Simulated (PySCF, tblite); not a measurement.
# C₆H₁₄O: dynamics, then NMR shifts on frames, part 1 of 2

Aim: move C₆H₁₄O (`CCCOC(C)C`) away from its starting geometry and see how NMR shifts follow the geometry.

The runs use tblite 0.8.0 and PySCF 2.14.0, with density-fitted response routines of our own; the level of theory stands in each step. All values are computed, except where a source is named. Atoms are numbered from 0 throughout.

**1. The molecule as given**

21 atoms, charge 0, multiplicity 1; geometry from: GFN2-xTB.

Bonds of the start (Å): C0–C1 1.52, C1–C2 1.53, C2–O3 1.41, O3–C4 1.42, C4–C5 1.53, C4–C6 1.53, C0–H7 1.09, C0–H8 1.09, C0–H9 1.09, C1–H10 1.09, C1–H11 1.09, C2–H12 1.10, C2–H13 1.10, C4–H14 1.11, C5–H15 1.09, C5–H16 1.09, C5–H17 1.09, C6–H18 1.09, C6–H19 1.09, C6–H20 1.09.

**2. Thermal motion with GFN2-xTB**

What the job is given:

```
{"job": {"kind": "md", "xc": "GFN2-xTB", "basis": "xTB", "temperature": 300, "steps": 2000, "every": 50, "frames": 5}, "charge": 0, "multiplicity": 1}
C      3.335542     0.089334    -0.046936
C      2.030738    -0.439472     0.532632
C      0.816849     0.174094    -0.157760
O     -0.345685    -0.349247     0.439850
C     -1.555944     0.301644     0.097819
C     -2.002414    -0.004910    -1.334539
C     -2.600498    -0.171539     1.104685
H      3.399764    -0.130557    -1.110415
H      3.404928     1.167040     0.085103
H      4.183878    -0.373226     0.450551
H      1.972600    -0.212618     1.598027
H      1.980536    -1.523144     0.420563
H      0.845294    -0.060082    -1.232748
H      0.836175     1.271281    -0.049009
H     -1.414992     1.393161     0.199563
H     -2.089823    -1.080246    -1.469182
H     -1.288288     0.382089    -2.057177
H     -2.967701     0.456462    -1.524671
H     -2.719998    -1.248377     1.023589
H     -3.555171     0.310854     0.915739
H     -2.274712     0.064402     2.113844
```

Level: GFN2-xTB Langevin dynamics, gas phase.

The run is started by

```sh
$ OMP_NUM_THREADS=1 python probes_run.py task.json out
```

One launch serves the whole session: the jobs run in the order shown.

Log:

```text
t/fs     T/K      E/eV
    0.0   236.0   -654.49959
   25.0   141.6   -654.06670
   50.0   147.4   -653.81565
   75.0   182.4   -653.89043
  100.0   233.4   -654.07886
  125.0   187.0   -653.88625
  150.0   250.8   -653.84811
  175.0   291.3   -653.88093
  200.0   300.4   -653.70198
  225.0   356.7   -653.82289
  250.0   257.6   -653.67882
  275.0   297.8   -653.87027
  300.0   360.3   -653.79743
  325.0   300.8   -653.77576
  350.0   274.8   -653.85007
  375.0   303.4   -653.87623
  400.0   329.5   -653.71833
  425.0   324.4   -653.81909
  450.0   256.6   -653.74991
  475.0   305.0   -653.81225
  500.0   317.6   -653.99293
  525.0   257.9   -653.94957
  550.0   256.9   -653.88714
  575.0   254.8   -653.65617
  600.0   308.7   -653.78706
  625.0   221.8   -653.68805
  650.0   260.5   -653.98900
  675.0   253.1   -653.77011
  700.0   244.4   -653.76476
  725.0   318.0   -653.76709
  750.0   274.0   -653.95392
  775.0   288.0   -653.94333
  800.0   230.4   -653.76847
  825.0   275.7   -653.88747
  850.0   256.3   -653.97134
  875.0   263.5   -653.91233
  900.0   253.3   -653.81788
  925.0   278.9   -653.82024
  950.0   258.4   -653.81193
  975.0   331.3   -653.91550
 1000.0   261.7   -653.76635
```

Run time: 18 s. Hardware: 1 thread of Arm Neoverse N1, shared host; peak memory 0.18 GiB.

Distance from the start (root mean square after alignment): 0 fs 0.00 Å, 200 fs 0.34 Å, 400 fs 0.37 Å, 600 fs 0.25 Å, 800 fs 0.41 Å, 1000 fs 0.24 Å.

Positions (Å) and forces (eV/Å) at 1000 fs:

```xyz
21

C     2.228    0.585   -1.181    2.148    0.784   -0.214
C     1.358    1.536   -0.413   -1.590   -0.123    0.652
C    -0.069    0.909   -0.500   -0.120    0.061   -1.255
O    -1.111    1.799   -0.178    0.748    0.214    0.906
C    -2.410    1.273   -0.015    0.993   -0.588    1.810
C    -2.499    0.188    1.154   -0.567    2.073    0.461
C    -3.212    2.513    0.279   -0.353   -0.317    1.459
H     2.263   -0.400   -0.710    0.200    0.229   -0.291
H     1.903    0.534   -2.216   -0.293   -0.329    0.078
H     3.263    1.058   -1.281   -0.948   -0.952    0.479
H     1.420    2.514   -0.892   -0.324    0.011    0.212
H     1.562    1.638    0.684    0.285   -0.078   -0.993
H    -0.027   -0.010    0.133   -0.351    0.518   -0.452
H    -0.308    0.656   -1.587    0.645   -0.416    0.875
H    -2.704    0.760   -0.879   -0.600   -0.733   -1.736
H    -2.049    0.604    2.078    0.048   -0.037   -0.516
H    -1.932   -0.707    0.913   -0.763   -0.090   -0.097
H    -3.587    0.122    1.428    1.112   -0.736   -0.639
H    -2.792    2.836    1.242   -0.319    0.407   -0.260
H    -4.261    2.281    0.431   -0.115    0.018   -0.113
H    -3.102    3.296   -0.444    0.164    0.084   -0.367
```

**3. NMR shieldings: 250 fs, PBE0/pcSseg-1**

What the job is given:

```
{"job": {"kind": "nmr", "xc": "PBE0", "basis": "pcSseg-1", "pop": false}, "charge": 0, "multiplicity": 1}
C      3.113300    -0.326400     0.115600
C      1.688200    -0.192700     0.570200
C      0.574500     0.151200    -0.320400
O     -0.563500     0.173400     0.488300
C     -1.819000     0.343700    -0.140200
C     -2.111200    -0.873000    -0.973600
C     -2.826800     0.462400     1.019700
H      3.287100    -1.077500    -0.698600
H      3.358200     0.660800    -0.345900
H      3.666600    -0.549800     0.971300
H      1.804700     0.626400     1.370000
H      1.409200    -1.101400     1.138100
H      0.505900    -0.501200    -1.230400
H      0.667000     1.202800    -0.691600
H     -1.747200     1.174200    -0.877000
H     -1.954900    -1.766300    -0.320700
H     -1.677300    -0.971700    -1.957700
H     -3.147600    -0.893800    -1.248200
H     -3.019400    -0.567900     1.475000
H     -3.763900     0.880000     0.598200
H     -2.365800     1.067200     1.792000
```

Level: GIAO PBE0/pcSseg-1 NMR shielding, non-relativistic, gas phase.

Log:

```text
coarse grid: 16288 points
cycle   1  E = -311.7016818641  dE =  6.041e-01  |g| = 6.449e-01  |ddm| = 3.715e+00
cycle   2  E = -311.6326589424  dE =  6.902e-02  |g| = 8.932e-01  |ddm| = 1.517e+00
cycle   3  E = -311.7898515634  dE = -1.572e-01  |g| = 1.071e-01  |ddm| = 1.016e+00
cycle   4  E = -311.7918673139  dE = -2.016e-03  |g| = 3.411e-02  |ddm| = 9.630e-02
cycle   5  E = -311.7921257505  dE = -2.584e-04  |g| = 4.274e-03  |ddm| = 2.979e-02
cycle   6  E = -311.7921292550  dE = -3.505e-06  |g| = 1.273e-03  |ddm| = 4.535e-03
final grid: 153664 points
cycle   7  E = -311.8454331038  dE = -4.392e-05  |g| = 1.219e-02  |ddm| = 3.182e-02
cycle   8  E = -311.8454088269  dE =  2.428e-05  |g| = 1.682e-02  |ddm| = 1.962e-02
cycle   9  E = -311.8454641403  dE = -5.531e-05  |g| = 1.585e-03  |ddm| = 1.174e-02
cycle  10  E = -311.8454646740  dE = -5.337e-07  |g| = 1.533e-04  |ddm| = 1.711e-03
cycle  11  E = -311.8454646789  dE = -4.816e-09  |g| = 4.549e-05  |ddm| = 1.808e-04
cycle  12  E = -311.8454646793  dE = -4.243e-10  |g| = 1.636e-05  |ddm| = 4.723e-05
converged SCF energy = -311.8454646793

GIAO shielding tensors (ppm)
atom      isotropic    diamagn.    paramagn.     s11        s22        s33       span
  0 C      171.971     248.004     -76.033    161.182    172.026    182.704     21.522
  1 C      153.713     247.490     -93.777    138.589    158.123    164.428     25.839
  2 C      117.502     247.008    -129.506     88.561    104.902    159.041     70.480
  3 O      245.172     403.450    -158.278    202.148    235.008    298.360     96.212
  4 C      114.056     242.999    -128.943     88.442     93.372    160.354     71.912
  5 C      163.877     247.010     -83.133    138.329    157.815    195.488     57.159
  6 C      153.421     249.185     -95.765    132.132    146.525    181.606     49.474
  7 H       30.027      28.533       1.494     26.017     27.936     36.127     10.110
  8 H       29.774      28.403       1.370     25.217     28.304     35.799     10.582
  9 H       31.064      28.908       2.156     26.167     29.214     37.811     11.644
 10 H       28.409      31.852      -3.443     22.754     29.765     32.707      9.954
 11 H       29.577      32.783      -3.206     24.095     31.153     33.483      9.387
 12 H       27.807      33.304      -5.497     23.058     29.248     31.115      8.057
 13 H       27.849      32.698      -4.849     23.773     27.235     32.539      8.766
 14 H       27.756      31.656      -3.900     25.189     26.481     31.597      6.408
 15 H       30.381      30.828      -0.447     27.595     28.148     35.401      7.806
 16 H       30.012      31.809      -1.797     25.287     28.749     36.000     10.713
 17 H       31.093      29.705       1.387     26.786     29.509     36.983     10.197
 18 H       29.160      29.129       0.031     26.439     27.841     33.201      6.761
 19 H       29.779      27.874       1.904     25.940     27.073     36.324     10.384
 20 H       29.978      30.500      -0.522     25.619     28.666     35.648     10.029
```

Run time: 38 s. Hardware: 1 thread of Arm Neoverse N1, shared host; peak memory 0.85 GiB.

Shifts follow as δ = σ(reference) − σ, with reference shieldings (ppm) from runs at the same level and on the same kind of geometry: ¹H TMS 31.72, ¹³C TMS 186.9, ¹⁷O H2O 336.1. The references are single molecules in the gas phase, so shifts against H2O, NH3, PH3, H3PO4 or CFCl3 are not on the usual liquid scales and can be off by tens of ppm. Each atom is listed at this fixed geometry, with no averaging over motion; a spectrum would average atoms that exchange fast.

| atoms | environment | σ (ppm) | δ (ppm) |
| --- | --- | --- | --- |
| C4 | sp3 CH bonded to O | 114.1 | 72.9 |
| C2 | sp3 CH2 bonded to O | 117.5 | 69.4 |
| C6 | methyl carbon | 153.4 | 33.5 |
| C1 | sp3 CH2 | 153.7 | 33.2 |
| C5 | methyl carbon | 163.9 | 23.0 |
| C0 | methyl carbon | 172.0 | 15.0 |
| H14 | hydrogen on an sp3 CH bonded to O | 27.76 | 3.96 |
| H12 | hydrogen on an sp3 CH2 bonded to O | 27.81 | 3.91 |
| H13 | hydrogen on an sp3 CH2 bonded to O | 27.85 | 3.87 |
| H10 | hydrogen on an sp3 CH2 | 28.41 | 3.31 |
| H18 | hydrogen on a methyl carbon | 29.16 | 2.56 |
| H11 | hydrogen on an sp3 CH2 | 29.58 | 2.14 |
| H8 | hydrogen on a methyl carbon | 29.77 | 1.94 |
| H19 | hydrogen on a methyl carbon | 29.78 | 1.94 |
| H20 | hydrogen on a methyl carbon | 29.98 | 1.74 |
| H16 | hydrogen on a methyl carbon | 30.01 | 1.70 |
| H7 | hydrogen on a methyl carbon | 30.03 | 1.69 |
| H15 | hydrogen on a methyl carbon | 30.38 | 1.34 |
| H9 | hydrogen on a methyl carbon | 31.06 | 0.65 |
| H17 | hydrogen on a methyl carbon | 31.09 | 0.62 |
| O3 | ether oxygen | 245.2 | 90.9 |

**4. Shielding tensors: 425 fs, PBE0/pcSseg-1**

What the job is given:

```
{"job": {"kind": "nmr", "xc": "PBE0", "basis": "pcSseg-1", "pop": false}, "charge": 0, "multiplicity": 1}
C      2.485800    -0.024500    -0.384100
C      1.261300     0.576300     0.300400
C      0.002500    -0.001600    -0.210200
O     -1.046300     0.475400     0.575600
C     -2.330700     0.515000    -0.068600
C     -2.719500    -0.891800    -0.624000
C     -3.387500     0.904200     0.935600
H      2.545200    -1.098800    -0.116700
H      2.605800     0.118400    -1.474200
H      3.402600     0.381000     0.083400
H      1.218200     1.696900     0.245800
H      1.197200     0.262000     1.337800
H      0.102100    -1.124300    -0.135600
H     -0.195200     0.270000    -1.299200
H     -2.184100     1.133600    -0.918600
H     -2.648700    -1.627400     0.164700
H     -2.142000    -1.183800    -1.545700
H     -3.765600    -0.908600    -0.927000
H     -3.392000     0.269000     1.834500
H     -4.361700     1.179300     0.562500
H     -3.076900     1.889200     1.431500
```

Level: GIAO PBE0/pcSseg-1 NMR shielding, non-relativistic, gas phase.

Log:

```text
coarse grid: 16288 points
cycle   1  E = -311.7124306793  dE =  5.114e-01  |g| = 6.284e-01  |ddm| = 3.704e+00
cycle   2  E = -311.6503406025  dE =  6.209e-02  |g| = 8.624e-01  |ddm| = 1.409e+00
cycle   3  E = -311.7958948930  dE = -1.456e-01  |g| = 1.030e-01  |ddm| = 9.314e-01
cycle   4  E = -311.7977128697  dE = -1.818e-03  |g| = 3.578e-02  |ddm| = 9.376e-02
cycle   5  E = -311.7980004838  dE = -2.876e-04  |g| = 3.892e-03  |ddm| = 3.119e-02
cycle   6  E = -311.7980035526  dE = -3.069e-06  |g| = 6.989e-04  |ddm| = 4.077e-03
final grid: 153664 points
cycle   7  E = -311.8513025469  dE = -4.247e-05  |g| = 1.271e-02  |ddm| = 3.306e-02
cycle   8  E = -311.8512716349  dE =  3.091e-05  |g| = 1.823e-02  |ddm| = 2.064e-02
cycle   9  E = -311.8513355352  dE = -6.390e-05  |g| = 1.600e-03  |ddm| = 1.282e-02
cycle  10  E = -311.8513360924  dE = -5.572e-07  |g| = 1.523e-04  |ddm| = 1.703e-03
cycle  11  E = -311.8513360976  dE = -5.205e-09  |g| = 3.678e-05  |ddm| = 1.903e-04
cycle  12  E = -311.8513360979  dE = -3.149e-10  |g| = 8.106e-06  |ddm| = 4.919e-05
converged SCF energy = -311.8513360979

GIAO shielding tensors (ppm)
atom      isotropic    diamagn.    paramagn.     s11        s22        s33       span
  0 C      173.313     244.836     -71.522    164.669    167.160    188.112     23.443
  1 C      156.517     248.350     -91.833    142.295    160.298    166.958     24.663
  2 C      107.817     249.721    -141.904     82.465     94.072    146.914     64.449
  3 O      257.609     401.640    -144.031    204.926    260.481    307.420    102.493
  4 C      112.032     240.586    -128.554     80.270     93.232    162.593     82.323
  5 C      159.866     248.255     -88.389    144.194    149.246    186.158     41.964
  6 C      165.592     246.208     -80.616    146.509    157.134    193.133     46.624
  7 H       30.268      29.462       0.806     25.858     28.498     36.449     10.591
  8 H       30.345      28.732       1.613     26.159     28.157     36.718     10.558
  9 H       30.033      27.125       2.908     25.540     27.365     37.195     11.655
 10 H       29.338      31.091      -1.753     24.581     29.197     34.235      9.654
 11 H       29.910      32.832      -2.922     25.285     30.659     33.786      8.501
 12 H       27.525      34.263      -6.738     22.469     28.887     31.218      8.749
 13 H       27.841      33.580      -5.740     23.648     28.517     31.357      7.709
 14 H       28.619      32.180      -3.561     25.325     28.506     32.025      6.700
 15 H       30.743      31.588      -0.845     28.035     28.862     35.331      7.296
 16 H       29.122      30.660      -1.538     24.349     28.567     34.450     10.101
 17 H       30.783      28.963       1.820     26.567     29.164     36.618     10.050
 18 H       29.951      28.939       1.012     26.708     28.004     35.141      8.433
 19 H       30.608      27.253       3.355     26.117     27.863     37.844     11.727
 20 H       29.179      28.548       0.631     24.883     27.167     35.487     10.603
```

Run time: 38 s. Hardware: 1 thread of Arm Neoverse N1, shared host; peak memory 0.86 GiB.

Key values: δ C2 79.1, C4 74.9, C1 30.4, C5 27.1, H12 4.19, H13 3.88 ppm.

**5. NMR shieldings: 625 fs, PBE0/pcSseg-1**

What the job is given:

```
{"job": {"kind": "nmr", "xc": "PBE0", "basis": "pcSseg-1", "pop": false}, "charge": 0, "multiplicity": 1}
C      2.384300    -0.326200     0.046900
C      1.244800     0.622600     0.393700
C     -0.052300     0.213300    -0.313500
O     -1.086500     0.715900     0.438700
C     -2.411000     0.451400     0.036300
C     -2.999400    -0.782100     0.659600
C     -3.140800     1.711300     0.411500
H      2.336700    -1.213300     0.666600
H      2.370000    -0.415300    -0.983200
H      3.348200     0.177600     0.288800
H      1.406900     1.692600     0.071800
H      1.152500     0.676700     1.440000
H     -0.062300    -0.863800    -0.396300
H     -0.076700     0.765000    -1.253000
H     -2.378100     0.422900    -1.028400
H     -3.027500    -0.641500     1.701500
H     -2.480600    -1.673500     0.422900
H     -4.017900    -0.755200     0.183400
H     -3.424600     1.801300     1.519100
H     -4.080500     1.799200    -0.115100
H     -2.533500     2.613000     0.124100
```

Method: GIAO PBE0/pcSseg-1 NMR shielding, non-relativistic, gas phase.

Log:

```text
coarse grid: 16288 points
cycle   1  E = -311.6936824738  dE =  7.172e-01  |g| = 6.596e-01  |ddm| = 3.737e+00
cycle   2  E = -311.6278493262  dE =  6.583e-02  |g| = 8.959e-01  |ddm| = 1.550e+00
cycle   3  E = -311.7861783739  dE = -1.583e-01  |g| = 1.038e-01  |ddm| = 1.032e+00
cycle   4  E = -311.7880330018  dE = -1.855e-03  |g| = 3.413e-02  |ddm| = 9.246e-02
cycle   5  E = -311.7882901385  dE = -2.571e-04  |g| = 4.390e-03  |ddm| = 2.962e-02
cycle   6  E = -311.7882938568  dE = -3.718e-06  |g| = 1.454e-03  |ddm| = 4.553e-03
final grid: 153664 points
cycle   7  E = -311.8421025930  dE = -5.085e-05  |g| = 1.250e-02  |ddm| = 2.959e-02
cycle   8  E = -311.8420805052  dE =  2.209e-05  |g| = 1.668e-02  |ddm| = 1.973e-02
cycle   9  E = -311.8421352458  dE = -5.474e-05  |g| = 1.593e-03  |ddm| = 1.169e-02
cycle  10  E = -311.8421357706  dE = -5.248e-07  |g| = 1.876e-04  |ddm| = 1.744e-03
cycle  11  E = -311.8421357781  dE = -7.437e-09  |g| = 5.126e-05  |ddm| = 2.160e-04
cycle  12  E = -311.8421357786  dE = -5.517e-10  |g| = 1.678e-05  |ddm| = 5.266e-05
converged SCF energy = -311.8421357786

GIAO shielding tensors (ppm)
atom      isotropic    diamagn.    paramagn.     s11        s22        s33       span
  0 C      177.644     247.289     -69.645    162.172    182.087    188.673     26.501
  1 C      157.491     249.266     -91.776    137.278    155.293    179.902     42.624
  2 C      115.758     248.475    -132.717     79.226    107.864    160.186     80.960
  3 O      265.082     403.141    -138.059    217.684    242.440    335.122    117.438
  4 C      116.252     242.738    -126.487     89.063     98.105    161.587     72.524
  5 C      168.067     246.399     -78.332    156.021    164.254    183.925     27.905
  6 C      154.571     244.609     -90.038    130.747    148.591    184.376     53.629
  7 H       30.604      30.371       0.233     26.127     28.890     36.796     10.669
  8 H       32.098      31.805       0.293     27.244     30.923     38.126     10.882
  9 H       30.184      27.672       2.512     25.392     27.589     37.570     12.179
 10 H       29.079      31.809      -2.730     24.517     28.643     34.076      9.558
 11 H       31.043      34.463      -3.420     26.402     31.522     35.206      8.805
 12 H       28.828      35.156      -6.328     23.761     29.185     33.538      9.777
 13 H       27.851      34.219      -6.368     23.764     28.070     31.720      7.956
 14 H       29.119      33.736      -4.617     26.704     28.642     32.010      5.306
 15 H       31.625      30.871       0.754     28.471     29.945     36.460      7.989
 16 H       30.782      31.553      -0.771     26.220     29.566     36.559     10.339
 17 H       30.055      26.942       3.113     25.283     28.196     36.686     11.403
 18 H       29.138      27.735       1.403     26.333     27.138     33.943      7.610
 19 H       30.644      27.823       2.821     26.982     27.899     37.051     10.069
 20 H       29.358      29.233       0.125     24.973     28.196     34.905      9.932
```

It took 38 s on 1 thread of Arm Neoverse N1, shared host; peak memory 0.86 GiB.

This run: δ C2 71.2, C4 70.7, C6 32.4, C1 29.4, H13 3.87, H12 2.89 ppm.

(Continued in part 2 of 2.)
